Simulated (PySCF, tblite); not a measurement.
**Cl₂H₅NSi₂, a small molecule taken as a stand-in for a surface group (Si site with back bonds N[SiH3], Cl, Cl): NMR shifts, core binding energies and electronic excitations**

What NMR shifts, core binding energies and electronic excitations should one expect for `[SiH3]N[SiH](Cl)Cl`?

Computed with tblite 0.8.0 and PySCF 2.14.0; each step states its level. No surroundings beyond the atoms listed, unless a continuum is named. Atoms count from 0, parts from 1.

### 1 The system as given

10 atoms, charge 0, multiplicity 1; geometry: distance geometry start.

### 2 Relaxing the cluster with GFN2-xTB

The job: settings as JSON, then the geometry in Å.

```
{"job": {"kind": "relax", "xc": "GFN2-xTB", "basis": "xTB"}, "charge": 0, "multiplicity": 1}
Si    -1.313884    -0.130244     0.038490
N      0.215754    -0.616869     0.566134
Si     1.403383     0.077808    -0.395385
Cl    -1.800581     1.675798     0.856874
Cl    -2.709996    -1.410647     0.811668
H     -1.471068    -0.088198    -1.422903
H      0.334457    -0.341957     1.520093
H      1.245531    -0.347143    -1.805363
H      1.323576     1.557959    -0.281643
H      2.711568    -0.366285     0.139404
```

Level: GFN2-xTB geometry optimisation, gas phase.

Command:

```sh
OMP_NUM_THREADS=1 python cluster_run.py task.json out
```

This one command runs all jobs of the session in turn.

**Question.** The jobs that follow are: PBE0-D3(BJ)/def2-SVP geometry optimisation, gas phase; GIAO PBE0/pcSseg-2 NMR shielding, non-relativistic, gas phase; delta-SCF UKS SCAN, pcX-2 on the ionised atom, pcseg-1 elsewhere, spin-free X2C; TDDFT CAM-B3LYP/def2-SVPD, vertical, gas phase, core orbitals frozen in the response. Predict: point group; rotational constants (main isotopes); 1H shifts against TMS (PBE0/pcSseg-2); 29Si shifts against TMS (PBE0/pcSseg-2); 15N shifts against NH3 (PBE0/pcSseg-2); 35Cl shifts against HCl (PBE0/pcSseg-2); potential on the surface of density 0.002 e/bohr³, 1st and 99th percentile; Si2p binding energies, SCAN/pcX-2; Cl2p binding energies, SCAN/pcX-2; N1s binding energies, SCAN/pcX-2; lowest singlet (CAM-B3LYP/def2-SVPD); brightest single state of those computed; lowest triplet; vertical ionisation energy (ΔSCF).

As calculated:

| quantity | value |
| --- | --- |
| point group | C1 |
| rotational constants (main isotopes) | 2.39, 1.32, 0.98 GHz |
| 1H shifts against TMS (PBE0/pcSseg-2) | 5.92, 4.81, 4.71, 4.58, 0.94 ppm |
| 29Si shifts against TMS (PBE0/pcSseg-2) | -5.9, -56.1 ppm |
| 15N shifts against NH3 (PBE0/pcSseg-2) | 36.5 ppm |
| 35Cl shifts against HCl (PBE0/pcSseg-2) | 137, 75 ppm |
| potential on the surface of density 0.002 e/bohr³, 1st and 99th percentile | -0.45 V and 2.14 V |
| Si2p binding energies, SCAN/pcX-2 | Si0 109.02, Si2 107.70 eV |
| Cl2p binding energies, SCAN/pcX-2 | Cl3 206.86, Cl4 206.62 eV |
| N1s binding energies, SCAN/pcX-2 | N1 404.90 eV |
| lowest singlet (CAM-B3LYP/def2-SVPD) | 6.83 eV (182 nm), f = 0.013 |
| brightest single state of those computed | state 3, 7.73 eV, f = 0.043 |
| lowest triplet | 6.45 eV |
| vertical ionisation energy (ΔSCF) | 10.22 eV |

The start of the PBE0/def2-SVP relaxation was shaken at random by about 0.01 Å, so part of the energy gained, and of the first lengths quoted, undoes that. Relaxing lowered the energy by 0.146 eV in 27 steps; the close pair that moved most is Si0–Cl4, from 2.006 to 2.064 Å (PBE0/def2-SVP). Hydrogens of an XH3 group are listed apart at this fixed geometry; free rotation makes them one line at their mean. At PBE0/pcSseg-2: Shielding is most anisotropic at Cl4 (span 304 ppm, paramagnetic term -344 ppm). At SCAN/pcX-2: Si0 (silicon bonded to 2 Cl, N, H) binds its Si2p electron 1.32 eV more tightly than Si2 (silicon bonded to N, 3 H). At SCAN/pcX-2: Cl3 (chlorine bonded to Si) binds its Cl2p electron 0.24 eV more tightly than Cl4 (chlorine bonded to Si). The lowest singlet, at 6.83 eV, is HOMO→LUMO 0.90 and is weak; of the 6 states computed, the strongest absorption comes from state 3 at 7.73 eV. The lowest triplet lies 0.38 eV below the lowest singlet (triplets in Tamm-Dancoff, singlets in full TDDFT). ΔSCF puts the ionisation energy at 10.22 eV, 0.70 eV above −ε(HOMO).
